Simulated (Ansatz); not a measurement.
Task: a composite energy at a relaxed geometry of H2 (charge -1), with Ansatz 0.2.0 through its Python package. Give the script and its output. Level of theory (for the species named): B3LYP, def2-SVP basis, multiplicity 2, D3BJ dispersion.

| atom | x (Å) | y (Å) | z (Å) |
| --- | --- | --- | --- |
| H | 0.0000 | 0.0000 | 0.0000 |
| H | 0.0000 | 0.0000 | 0.7400 |

`composite_h2.py`
```python
# -*- coding: utf-8 -*-
import ansatz as az
import numpy as np

mol = (
    az.Crystal.molecule()
    .atom("H", (0.0, 0.0, 0.0))
    .atom("H", (0.0, 0.0, 0.74))
)

setup = (
    mol.calculation()
    .basis(gaussian="def2-SVP")
    .functional("B3LYP", dispersion="d3bj")
    .charge(-1)
    .spin("collinear", total=1)
)
symbols = [site.symbol for site in mol.cartesian_sites]
start = np.array([site.position_ang for site in mol.cartesian_sites], dtype=float)
rep = setup.relax(force_tolerance=0.01, max_steps=100).run(threads=1).report
end = np.array(rep["positions_ang"])
print("final positions (A) and the move of each atom")
for symbol, xyz, old in zip(symbols, end, start):
    print(f"{symbol:2s} {xyz[0]:10.5f} {xyz[1]:10.5f} {xyz[2]:10.5f}   {np.linalg.norm(xyz - old):7.4f}")

minimum = az.Crystal.molecule()
for symbol, place in zip(symbols, end):
    minimum = minimum.atom(symbol, place.tolist())
at_minimum = minimum.calculation().charge(-1).spin("collinear", total=1)
level = lambda method, basis: at_minimum.basis(gaussian=basis).correlation(method).run(threads=1).report
small, large, cluster = level("mp2", "cc-pVDZ"), level("mp2", "cc-pVTZ"), level("ccsd_t", "cc-pVDZ")
corr = lambda each: (each["free_energy_ev"] - each["reference_energy_ev"]) / 27.211386246
mp2_limit = (27 * corr(large) - 8 * corr(small)) / 19
pieces = {"HF / cc-pVTZ": large["reference_energy_ev"] / 27.211386246, "MP2 correlation, DZ-TZ limit": mp2_limit, "CCSD(T) - MP2 / cc-pVDZ": corr(cluster) - corr(small)}
for name, value in pieces.items():
    print(f"{name:32s} {value:14.6f} Ha")
print(f"{'sum':32s} {sum(pieces.values()):14.6f} Ha")
print("T1 diagnostic", round(cluster["correlation"]["coupled_cluster"]["t1_diagnostic"], 4))
```

```console
$ python composite_h2.py
final positions (A) and the move of each atom
H    -0.00000   -0.00000   -0.38571    0.3857
H     0.00000    0.00000    1.12571    0.3857
HF / cc-pVTZ                          -0.988410 Ha
MP2 correlation, DZ-TZ limit          -0.037383 Ha
CCSD(T) - MP2 / cc-pVDZ               -0.008447 Ha
sum                                   -1.034240 Ha
T1 diagnostic 0.0114
```

Notes:
- The sum leaves out core correlation, relativity, the Hartree-Fock basis error and zero-point energy; a DZ-TZ extrapolation is rough.
- The run takes the species as open-shell (spin multiplicity 2), which needn't be its ground state.
- b3lyp holds the VWN-RPA fit, as in Gaussian; the form of ORCA and Turbomole is b3lyp5.
- Anions want diffuse functions, which this basis lacks.
- Wall time of the script: 1.7 s on 1 thread of Arm Neoverse V1, on a shared host, peak memory 0.14 GiB.
